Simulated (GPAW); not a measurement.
NbTe:

```xyz
2
Lattice="3.7030 0.0000 0.0000 -1.8515 3.2069 0.0000 0.0000 0.0000 3.6942" Properties=species:S:1:pos:R:3 pbc="T T T"
Te    1.8515    1.0690    0.0000
Nb    0.0000    0.0000    1.8471
```

The cell comes from a database or a generator and needn't be the stable form of this composition.

```yaml
Program: GPAW 26.7.0
Task: relaxation of cell and atoms
Functional: PBE
Dispersion: D4
Potentials_or_basis: GPAW PAW data sets (gpaw-data 1.2.1)
Cutoff: 600 eV
Basis: pw
k_mesh: 6 × 6 × 5
Occupations: fermi-dirac, width 0.05 eV
Spin: no spin polarisation
```

At the start: pressure -4.7 GPa; volume 21.93 Å³/atom.

Problem. Where does the relaxation end?

Solution. Over 5 steps the energy falls by 13.6 meV/atom and the volume is 21.09 Å³/atom (-3.8 %); space group P-6m2 (No. 187, to 0.05 Å).

Step by step:
```
step  energy change (eV)  largest force (eV/Å)  pressure (GPa)  volume (Å³)
   1              0.0000                0.0000           -4.73        43.87
   2             -0.0149                0.0000           -3.15        43.26
   3             -0.0262                0.0000            0.18        42.11
   4             -0.0265                0.0000            0.04        42.15
   5             -0.0273                0.0000           -0.23        42.18
```

Final structure:
```
CELL_PARAMETERS angstrom
3.64327 0.00000 0.00000
-1.82164 3.15517 0.00000
0.00000 0.00000 3.66967
ATOMIC_POSITIONS crystal
Te 0.66667 0.33333 0.00000
Nb 0.00000 0.00000 0.50000
```

Caveat: later steps reuse the first step's grids; pairwise dispersion overbinds metals, which lowers pressure and volume.
